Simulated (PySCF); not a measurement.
# BH9N2Si2: excited states

Wanted: excited states for BH9N2Si2 (`NBN([SiH3])[SiH3]`).

Computed with PySCF 2.14.0 and routines of our own; the level stands in each step. Atoms count from 0.

## 1. The system as given

14 atoms, charge 0, multiplicity 1; geometry from: GFN2-xTB.

## 2. Optimising the geometry at PBE0-D3(BJ)/def2-SVP

The job: settings as JSON, then the geometry in Å.

```
{"job": {"xc": "PBE0", "basis": "def2-SVP", "d3": "d3bj", "grid": 1, "kind": "geom"}, "charge": 0, "multiplicity": 1}
N      1.226840    -1.709643    -0.767653
B      0.989142    -0.338229    -0.803608
N     -0.046111     0.281374    -0.024242
Si    -0.282335     2.010037    -0.075893
Si    -1.071383    -0.675370     1.013663
H      0.703218    -2.355919    -0.203753
H      1.948808    -2.152447    -1.307811
H      1.669801     0.315715    -1.500725
H      0.054514     2.572075     1.238607
H     -1.691610     2.273162    -0.391286
H      0.573984     2.587546    -1.107483
H     -2.009218     0.224034     1.682724
H     -0.255316    -1.374607     2.016970
H     -1.811013    -1.658201     0.208324
```

Launch:

```console
$ OMP_NUM_THREADS=1 python excited_run.py task.json out
```

This one command runs all jobs of the session in turn.

Standard output:

```text
step   0  E = -718.16681090  max force = 0.011327
step   1  E = -718.17023455  max force = 0.002806
step   2  E = -718.17033680  max force = 0.001069
step   3  E = -718.17035522  max force = 0.000415
step   4  E = -718.17035312  max force = 0.000477
step   5  E = -718.17035708  max force = 0.000168
optimisation converged
```

Run time: 25 s. Hardware: 1 thread of Arm Neoverse V1, shared host; peak memory 0.54 GiB.

The steps of the relaxation:

```
step  energy from step 0 (eV)  largest force component (eV/Å)
   0                   0.0000                          0.5825
   1                  -0.0932                          0.1443
   2                  -0.0959                          0.0550
   3                  -0.0964                          0.0213
   4                  -0.0964                          0.0245
   5                  -0.0965                          0.0086
```

Distances of close pairs at the start and the end, largest changes first:

```
   bond  before (Å)  after (Å)  change (Å)
  B1–H7       1.173      1.212      +0.039
Si4–H11       1.462      1.493      +0.031
Si3–H10       1.460      1.490      +0.030
 Si3–H9       1.468      1.496      +0.028
 Si3–H8       1.469      1.497      +0.028
Si4–H12       1.470      1.496      +0.026
Si4–H13       1.470      1.496      +0.026
  N0–B1       1.392      1.405      +0.013
```

The final coordinates are the input of the step that follows.

```
                         at the end point                value
  point group (found at 0.08 Å tolerance)                   C1
rotational constants (GHz, main isotopes)  3.749, 2.300, 1.474
                        dipole moment (D)                 1.73
```

## 3. Excited states: TDA PBE0/aug-cc-pVDZ

The job: settings as JSON, then the geometry in Å.

```
{"job": {"kind": "states", "xc": "PBE0", "basis": "aug-cc-pVDZ", "tda": true, "soc": true, "nstates": 6, "ntriplets": 5, "nquad": 4}, "charge": 0, "multiplicity": 1}
N      1.151741    -1.751835    -0.695776
B      0.893912    -0.370779    -0.712710
N     -0.148216     0.250693     0.072887
Si    -0.373451     1.992903     0.013733
Si    -1.177214    -0.717269     1.113968
H      0.658938    -2.442679    -0.144398
H      1.886637    -2.149394    -1.262734
H      1.589502     0.317364    -1.428738
H     -0.060011     2.624376     1.334324
H     -1.796840     2.323391    -0.307787
H      0.519191     2.568740    -1.030652
H     -2.130645     0.196237     1.810603
H     -0.373136    -1.459781     2.134536
H     -1.946620    -1.730358     0.326427
```

With the program's defaults for keys left out, this is: TDA PBE0/aug-cc-pVDZ excited states, vertical, gas phase, spin-orbit mean-field couplings.

Standard output:

```text
coarse grid: 12040 points
cycle   1  E = -718.3773795031  dE =  1.910e-01  |g| = 4.977e-01  |ddm| = 8.755e+00
cycle   2  E = -718.3155542948  dE =  6.183e-02  |g| = 7.133e-01  |ddm| = 2.283e+00
cycle   3  E = -718.4332281957  dE = -1.177e-01  |g| = 7.361e-02  |ddm| = 1.253e+00
cycle   4  E = -718.4342370169  dE = -1.009e-03  |g| = 3.807e-02  |ddm| = 2.188e-01
cycle   5  E = -718.4345562365  dE = -3.192e-04  |g| = 8.244e-03  |ddm| = 6.599e-02
cycle   6  E = -718.4345724055  dE = -1.617e-05  |g| = 1.673e-03  |ddm| = 1.775e-02
cycle   7  E = -718.4345732339  dE = -8.285e-07  |g| = 2.885e-04  |ddm| = 4.757e-03
final grid: 105392 points
cycle   8  E = -718.4515025151  dE = -1.508e-05  |g| = 7.180e-03  |ddm| = 1.495e-01
cycle   9  E = -718.4514888514  dE =  1.366e-05  |g| = 1.067e-02  |ddm| = 2.985e-02
cycle  10  E = -718.4515143417  dE = -2.549e-05  |g| = 6.553e-04  |ddm| = 1.719e-02
cycle  11  E = -718.4515144309  dE = -8.922e-08  |g| = 2.296e-04  |ddm| = 1.431e-03
cycle  12  E = -718.4515144421  dE = -1.127e-08  |g| = 6.376e-05  |ddm| = 4.650e-04
cycle  13  E = -718.4515144432  dE = -1.009e-09  |g| = 1.239e-05  |ddm| = 1.556e-04
cycle  14  E = -718.4515144432  dE = -5.230e-11  |g| = 2.121e-06  |ddm| = 3.769e-05
converged SCF energy = -718.4515144432

Singlet excitations
state   eV       nm        f     d(h-e)  d(exc)  Lambda  PR(NTO)  |dmu|/D   mu/D   main configurations
  1   6.0461   205.1   0.00730   0.444   3.885   0.331   1.030    2.145    0.702   H->L 0.76, H->L+1 0.20
  2   6.3124   196.4   0.02108   1.406   4.331   0.329   1.046    6.290    5.051   H->L+1 0.58, H->L 0.20, H->L+2 0.18
  3   6.6044   187.7   0.02101   1.388   4.725   0.311   1.026    5.361    6.425   H->L+2 0.73, H->L+1 0.18
  4   6.7652   183.3   0.04176   0.605   3.700   0.453   1.035    2.191    3.373   H->L+3 0.92
  5   6.9361   178.8   0.00348   0.578   5.048   0.256   1.062                     H->L+4 0.87
  6   7.0921   174.8   0.00009   1.672   4.844   0.278   1.033                     H->L+5 0.85

Triplet excitations (Tamm-Dancoff)
state   eV     d(h-e)  d(exc)  Lambda  PR(NTO)   main configurations
  1   5.8336   0.410   3.636   0.331   1.067   H->L 0.59, H->L+1 0.34
  2   6.0013   0.628   2.998   0.447   1.028   H->L+3 0.78, H->L+11 0.09
  3   6.1245   1.362   4.101   0.330   1.118   H->L+1 0.43, H->L 0.30, H->L+2 0.16
  4   6.4679   1.264   4.458   0.311   1.057   H->L+2 0.69, H->L+1 0.14
  5   6.8296   0.239   4.733   0.270   1.180   H->L+4 0.73
S1 - T1 = 0.2124 eV

Spin-orbit couplings |<S|Hso|T>| (cm-1)
             T1       T2       T3       T4       T5
S0        0.308    0.988    6.120    3.195    4.333
S1        0.445    5.997    0.759    4.204    3.383
S2        1.395    3.087    0.374    2.295    2.046
S3        3.901    1.564    1.605    0.100    0.870
S4        9.276    0.827    3.054    3.865    3.766
S5        2.332    3.269    0.908    1.569    0.686
S6        2.216    5.493    0.703    2.506    0.308
T1 sublevels (cm-1): 0.000 0.003 0.025   radiative rates (1/s): 29.9 6.73 93.5
```

Wall time 27 s (1 thread of Arm Neoverse V1, shared host); peak memory 0.72 GiB.

In short:

```
  quantity    value
S1 less T1  0.21 eV
```

## 4. Results

```
                                 quantity                 value
                              point group                    C1
     rotational constants (main isotopes)  3.75, 2.30, 1.47 GHz
S1 less T1 (step 3, TDA PBE0/aug-cc-pVDZ)               0.21 eV
```

What this shows: The optimisation took 5 steps and gained 0.096 eV; among the close pairs (by a distance rule), B1–H7 changed most, from 1.173 to 1.212 Å. In step 3, the number of triplets below S1 is 2, and the largest singlet-triplet spin-orbit coupling is S4–T1, 9.28 cm⁻¹.
